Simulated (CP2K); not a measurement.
## GaGe3 under changes of volume

One of the cells (19.430 Å³/atom); the others are scaled copies at fixed shape and fractional positions:

```
CELL_PARAMETERS angstrom
4.79018 0.00000 0.00000
2.39509 4.14842 0.00000
2.39509 1.38281 3.91116
ATOMIC_POSITIONS crystal
Ge 0.50000 0.50000 0.50000
Ge 0.75000 0.75000 0.75000
Ge 0.25000 0.25000 0.25000
Ga 0.00000 0.00000 0.00000
```

The cell comes from a database or a generator and needn't be the stable form of this composition.

- Program: CP2K 2026.2
- Functional: LDA
- Potentials or basis: GTH_POTENTIALS Ge GTH-PADE-q4, Ga GTH-PADE-q13; TZVP-MOLOPT-PBE-GTH basis
- Density cutoff: 6123 eV
- k mesh: 7 × 7 × 7
- Occupations: fermi-dirac, width 0.05 eV
- Spin: no spin polarisation

| volume (Å³/atom) | energy over the lowest point (meV/atom) | pressure (GPa) |
| --- | --- | --- |
| 18.264 | 0.00 | -1.7 |
| 18.653 | 5.82 | -3.1 |
| 19.042 | 14.85 | -4.3 |
| 19.430 | 26.67 | -5.4 |
| 19.819 | 40.94 | -6.3 |
| 20.208 | ? | ? |
| 20.596 | 75.68 | -7.9 |

Problem. What does the run at 20.208 Å³/atom give?

Solution. Energy over the lowest point 57.37 meV/atom; pressure -7.1 GPa.

Worked out: A Birch-Murnaghan fit of order 3 (a polynomial in V^(-2/3)) to the other rows has its minimum at 17.86 Å³/atom, just outside them, with B0 = V·E''(V) = 79 GPa and B' = 5.0. It gives 57.40 meV/atom at 20.208 Å³/atom, against the run's 57.37, and -dE/dV = -7.2 GPa, against -7.1.

Energies are extrapolated to zero smearing.

Caveats: the basis of atomic orbitals isn't converged, which shifts pressures, moduli and gaps.
